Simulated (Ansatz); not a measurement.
**The cluster Na₈Li−: one state, many levels**

One table from this session's results is given with a row withheld; the runs are named, their logs left out.

The runs use Ansatz 0.2.0, Gaussian basis; as each input shows.

Levels to be run: PBE/def2-TZVPD, r2SCAN/def2-TZVPD, BHLYP/def2-TZVPD, PBE-QIDH/def2-TZVPD, HF/def2-TZVPD, CCSD(T)/def2-SVPD, MP2/def2-TZVPD.

2 further runs of the same task are left out: 2 set aside as unsound or not needed.

### The relaxed structure

The geometry is that of the singlet, from an earlier relaxation (r2SCAN/def2-SVPD). At that level it is the lowest of the isomers that a small search found.

9 atoms, charge -1, spin multiplicity 1.

Atoms are counted from 1 here; the program's logs count them from 0.

Bond lengths: Li1–Na2 3.331 Å, Li1–Na3 3.303 Å, Li1–Na4 3.271 Å, Li1–Na7 3.114 Å, Li1–Na9 3.109 Å, Na2–Na3 3.473 Å, Na2–Na5 3.560 Å, Na2–Na7 3.634 Å, Na2–Na8 3.711 Å, Na3–Na5 3.533 Å, Na3–Na8 3.768 Å, Na3–Na9 3.605 Å, Na4–Na6 3.586 Å, Na5–Na6 3.473 Å, Na5–Na7 3.853 Å, Na5–Na8 3.932 Å, Na5–Na9 3.843 Å, Na6–Na7 3.495 Å and more. Angles: Na2–Li1–Na3 63.1°, Na2–Li1–Na4 151.2°, Na2–Li1–Na7 68.5°, Na2–Li1–Na9 122.8°, Na3–Li1–Na4 144.8°, Na3–Li1–Na7 122.8°, Na3–Li1–Na9 68.3°, Na4–Li1–Na7 84.3°, Na4–Li1–Na9 78.7°, Na7–Li1–Na9 120.5°, Li1–Na2–Na3 58.0°, Li1–Na2–Na5 62.6°, Li1–Na2–Na7 52.9°, Li1–Na2–Na8 114.6°, Na3–Na2–Na5 60.3°, Na3–Na2–Na7 104.9°, Na3–Na2–Na8 63.2°, Na5–Na2–Na7 64.8° and more.

The ion is computed in the gas phase, without counter-ions or solvent.

PBE0/def2-TZVPD was run before; its log isn't repeated, and its numbers join the tables.

Set-up of the first run:

start.molden holds the orbitals of an earlier run on this state, given as this run's starting guess.

The input, in.yaml:

```yaml
crystal:
  periodic: [false, false, false]
  atoms:
    - {symbol: Li, position_ang: [2.162980, 1.886353, 1.731616]}
    - {symbol: Na, position_ang: [4.462823, 3.164152, -0.311254]}
    - {symbol: Na, position_ang: [1.873534, 5.088290, 0.975300]}
    - {symbol: Na, position_ang: [0.700792, -0.665446, 3.162900]}
    - {symbol: Na, position_ang: [1.165992, 2.771099, -1.596577]}
    - {symbol: Na, position_ang: [-0.300072, -0.064371, -0.228148]}
    - {symbol: Na, position_ang: [3.190178, -0.239182, -0.299305]}
    - {symbol: Na, position_ang: [3.275482, 5.989451, -2.404022]}
    - {symbol: Na, position_ang: [-0.810508, 2.793954, 1.699590]}
basis:
  gaussian: {orbitals: def2-TZVPD, initial_orbitals: start.molden}
total_charge: -1
hamiltonian: {xc: pbe}
scf: {omitted_lower_state_checks: [starts]}
output: {forces: true, orbitals: {seedname: orbitals}}
```

The run is started by

```console
> ansatz run in.yaml --threads 4 --pin off --events-out ev --progress --plain --max-ram 4787MiB
```

Steps of the session up to this table: PBE/def2-TZVPD; r2SCAN/def2-TZVPD; BHLYP/def2-TZVPD; PBE-QIDH/def2-TZVPD; HF/def2-TZVPD; CCSD(T)/def2-SVPD; MP2/def2-TZVPD.

One of the session's tables, all rows but one given; the rest of the session is left out.

It belongs to the step «Levels side by side». 

```
            level  HOMO (eV)  LUMO (eV)  gap (eV)
    HF/def2-TZVPD      -1.11       1.95      3.06
   PBE/def2-TZVPD      -0.11       0.49      0.60
r2SCAN/def2-TZVPD      -0.13       0.56      0.69
  PBE0/def2-TZVPD      -0.46       0.87      1.33
 BHLYP/def2-TZVPD          ?          ?         ?
```

**Question.** Estimate the row for BHLYP/def2-TZVPD.

**Answer.** HOMO (eV): -0.67; LUMO (eV): 1.39; gap (eV): 2.05. In the column «HOMO (eV)» it lies between HF/def2-TZVPD (-1.11) and PBE0/def2-TZVPD (-0.46).
